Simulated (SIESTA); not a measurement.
## As2S under changes of volume

One of the cells (20.377 Å³/atom); the others are scaled copies at fixed shape and fractional positions:

```
As S
1.0
    -3.50648    3.50648    2.48592
     3.50648   -3.50648    2.48592
     3.50648    3.50648   -2.48592
As S
4 2
Direct
  0.87500 0.12500 0.25000
  0.87500 0.62500 0.75000
  0.37500 0.12500 0.25000
  0.87500 0.12500 0.75000
  0.25000 0.75000 0.50000
  0.50000 0.50000 0.00000
```

The cell comes from a database or a generator and needn't be the stable form of this composition.

- Program: SIESTA 5.4.2
- Functional: LDA
- Potentials or basis: PseudoDojo 0.4 standard (LDA files)
- Basis: DZP (energy shift 0.003 Ry; two zetas on semicore shells)
- Grid cutoff: 500 Ry
- Energy shift: 0.003 Ry
- k mesh: 5 × 5 × 5
- Occupations: fermi-dirac, width 0.05 eV
- Spin: no spin polarisation

```csv
volume (Å³/atom),energy over the lowest point (meV/atom),pressure (GPa)
19.154,?,?
19.562,0.00,0.9
19.969,0.12,-1.0
20.377,4.73,-2.6
20.784,13.34,-4.1
21.192,25.52,-5.4
21.600,40.85,-6.6
```

**Question.** What does the run at 19.154 Å³/atom give?

**Answer.** Energy over the lowest point 4.88 meV/atom; pressure 3.0 GPa.

Worked out: A Birch-Murnaghan fit of order 3 (a polynomial in V^(-2/3)) to the other rows has its minimum at 19.75 Å³/atom with B0 = V·E''(V) = 91 GPa and B' = 4.8 at fixed shape and positions, which overstates the stiffness. It gives 4.97 meV/atom at 19.154 Å³/atom, against the run's 4.88, and -dE/dV = 3.0 GPa, against 3.0.

Energies are extrapolated to zero smearing.

Caveats: the basis of atomic orbitals isn't converged, which shifts pressures, moduli and gaps.
